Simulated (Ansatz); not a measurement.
# OsCl3 (ReO3 type): the equilibrium volume

Aim: the volume at which the pressure of OsCl3 (ReO3 type) vanishes. The start comes from a prototype table, not from a measured structure.

Method: DFT PBE+U (U_eff = 2 eV on Os 5d), scalar-relativistic, plane waves, PAW, in Ansatz 0.2.0.

2 further runs of the same task are left out: 2 that didn't finish. Runs told in other sessions of the task aren't counted.

## (1) The structure to begin with

The structure is cubic, space group Pm-3m (No. 221). The conventional cell has a = 4.880 Å, b = 4.880 Å, c = 4.880 Å, α = 90.00°, β = 90.00°, γ = 90.00°. Os (site symmetry m-3m) is surrounded by 6 Cl at 2.44 Å. Around Cl (site symmetry 4/mmm) lie 2 Os at 2.44 Å.

Structure file:

```cif
data_structure
_symmetry_space_group_name_H-M 'P 1'
_symmetry_Int_Tables_number 1
_cell_length_a 4.8800
_cell_length_b 4.8800
_cell_length_c 4.8800
_cell_angle_alpha 90.000
_cell_angle_beta 90.000
_cell_angle_gamma 90.000
_cell_volume 116.21
loop_
_atom_site_label
_atom_site_type_symbol
_atom_site_fract_x
_atom_site_fract_y
_atom_site_fract_z
_atom_site_occupancy
Os1 Os 0.00000 0.00000 0.00000 1
Cl1 Cl 0.50000 0.00000 0.00000 1
Cl2 Cl 0.00000 0.00000 0.50000 1
Cl3 Cl 0.00000 0.50000 0.00000 1
```

The moments start at Os 1.00 μB.

## (2) A coarse mesh, to find the state of the open shells

File input.yaml:

```yaml
crystal:
  lattice:
    - [4.88, 0.0, 0.0]
    - [0.0, 4.88, 0.0]
    - [0.0, 0.0, 4.88]
  atoms:
    - { symbol: Os, position: [0.0, 0.0, 0.0], spin: 1.0 }
    - { symbol: Cl, position: [0.5, 0.0, 0.0] }
    - { symbol: Cl, position: [0.0, 0.0, 0.5] }
    - { symbol: Cl, position: [0.0, 0.5, 0.0] }
basis:
  ecutwfc: 420
  ecutrho_ratio: 4
kpoints:
  mp_grid: { grid: [3, 3, 3] }
hamiltonian:
  xc: pbe
  hubbard: { sites: [{ species: Os, l: d, u_eff: 2.0 }] }
scf:
  occupations: { method: gaussian, width: 0.05 }
output:
  forces: true
  stress: true
  eigenvalues: true
  populations: true
  hubbard: { sites: [{ species: Os, l: d }] }
magnetization:
  spin_polarized: true
```

Started as:

```bash
> ansatz run input.yaml --threads 2 --pin off --max-ram 2662MiB --backend cpu --events-out ev --progress --plain --runs-dir out
```

The runs that follow: The same volume on a finer mesh (PBE+U, 4×4×4 mesh); A step to a new volume (PBE+U, 4×4×4 mesh); Next volume: 27.952 Å³/atom (PBE+U, 4×4×4 mesh); The same volume on a finer mesh; A step to a new volume; A step to a new volume.

**Question.** What will these runs give? Wanted: volume; pressure; conventional cell; gap on the mesh; spin moments in spheres.

As calculated:

```
               quantity                                                                      value
                 volume                                                             27.977 Å³/atom
               pressure                                                                   0.00 GPa
      conventional cell  a = 4.819 Å, b = 4.819 Å, c = 4.819 Å, α = 90.00°, β = 90.00°, γ = 90.00°
        gap on the mesh                                                               none (metal)
spin moments in spheres                                                  Os 1.69; Cl 0.12, 0.13 μB
```

**Reading.** From the first run shown, the volume went from 29.05 to 27.98 Å³/atom (-3.7 %) in 7 runs, where the pressure is zero within 0.01 GPa. The largest moment went from 2.00 to 1.69 μB on the way, so the electronic state changed with volume. Another start or magnetic order reached a lower energy, so these numbers don't belong to the lowest state found. Spin–orbit coupling is left out, though the cell holds Os; in elements this heavy it can shift levels and gaps by tenths of an eV.
